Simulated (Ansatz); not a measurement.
# C2H9GaSi: up Jacob's ladder to CCSD(T)

One table from this session's results is given with a row withheld; the runs are named, their logs left out.

Computed with Ansatz 0.2.0, Gaussian basis. Level: functionals in def2-TZVPP, the program's frozen cores in correlated methods.

The runs, in order: PBE-D4, r2SCAN-D4, PBE0-D4, B3LYP-D4, ωB97X-V, ωB97M-V, B2PLYP; CCSD(T)/def2-TZVPP; MP2/def2-QZVPP; extrapolation to the limit.

## Structure used throughout

All runs share one geometry, relaxed beforehand with PBE0-D4 in a triple-zeta def2 set.

13 atoms, charge 0, spin multiplicity 1.

Atoms are counted from 1 here; the program's logs count them from 0.

Bond lengths: C1–Si2 1.865 Å, C1–H5 1.092 Å, C1–H6 1.092 Å, C1–H7 1.092 Å, Si2–H8 1.493 Å, Si2–H9 1.487 Å, Si2–H10 1.493 Å, Ga3–C4 2.054 Å, C4–H11 1.095 Å, C4–H12 1.097 Å, C4–H13 1.095 Å. Angles: Si2–C1–H5 110.7°, Si2–C1–H6 110.6°, Si2–C1–H7 110.7°, H5–C1–H6 108.4°, H5–C1–H7 108.1°, H6–C1–H7 108.4°, C1–Si2–H8 111.3°, C1–Si2–H9 111.8°, C1–Si2–H10 111.3°, H8–Si2–H9 107.9°, H8–Si2–H10 106.3°, H9–Si2–H10 108.0°, Ga3–C4–H11 113.1°, Ga3–C4–H12 107.8°, Ga3–C4–H13 113.0°, H11–C4–H12 107.3°, H11–C4–H13 108.1°, H12–C4–H13 107.3°.

Set-up of the first run:

in.yaml reads:

```yaml
crystal:
  periodic: [false, false, false]
  atoms:
    - {symbol: C, position_ang: [-1.405035, -0.050218, 1.189565]}
    - {symbol: Si, position_ang: [0.204135, -0.989980, 1.107121]}
    - {symbol: Ga, position_ang: [2.295015, -0.310766, -1.443779]}
    - {symbol: C, position_ang: [0.740875, 0.971222, -1.842609]}
    - {symbol: H, position_ang: [-1.472181, 0.518017, 2.119886]}
    - {symbol: H, position_ang: [-1.484616, 0.647806, 0.353841]}
    - {symbol: H, position_ang: [-2.254408, -0.735562, 1.147715]}
    - {symbol: H, position_ang: [0.318355, -1.758782, -0.168027]}
    - {symbol: H, position_ang: [0.340865, -1.949793, 2.234213]}
    - {symbol: H, position_ang: [1.375378, -0.064265, 1.145986]}
    - {symbol: H, position_ang: [-0.208687, 0.454216, -2.018961]}
    - {symbol: H, position_ang: [0.987172, 1.521395, -2.759113]}
    - {symbol: H, position_ang: [0.583734, 1.711912, -1.050938]}
basis:
  gaussian: {orbitals: def2-TZVPP}
hamiltonian: {xc: pbe, dispersion: d4}
output: {forces: true, orbitals: {seedname: orbitals}}
```

On the command line:

```bash
$ ansatz run in.yaml --threads 4 --pin off --events-out ev --progress --plain --max-ram 10444MiB
```

Among the steps run: PBE-D4 (GGA); r2SCAN-D4 (meta-GGA); PBE0-D4 (hybrid); B3LYP-D4 (hybrid); ωB97X-V (range-separated); ωB97M-V (range-separated); B2PLYP (double hybrid); CCSD(T) in def2-TZVPP; MP2 in def2-QZVPP.

One table of the session follows, with a row left open; its other results are not shown here.

It belongs to the step «Atomisation energies». 

```
            method  atomisation energy (kcal/mol)
            PBE-D4                         1006.7
         r2SCAN-D4                         1004.7
           PBE0-D4                         1000.6
          B3LYP-D4                         1007.1
           ωB97X-V                         1007.3
           ωB97M-V                         1006.6
            B2PLYP                              ?
     HF/def2-TZVPP                          764.7
    MP2/def2-TZVPP                          982.7
   CCSD/def2-TZVPP                          976.9
CCSD(T)/def2-TZVPP                          986.3
           MP2/CBS                         1004.2
       CCSD(T)/CBS                         1007.8
```

Estimate the missing values for B2PLYP.

**Answer.** atomisation energy (kcal/mol): 993.3. In the column «atomisation energy (kcal/mol)» it lies between CCSD(T)/def2-TZVPP (986.3) and PBE0-D4 (1000.6).
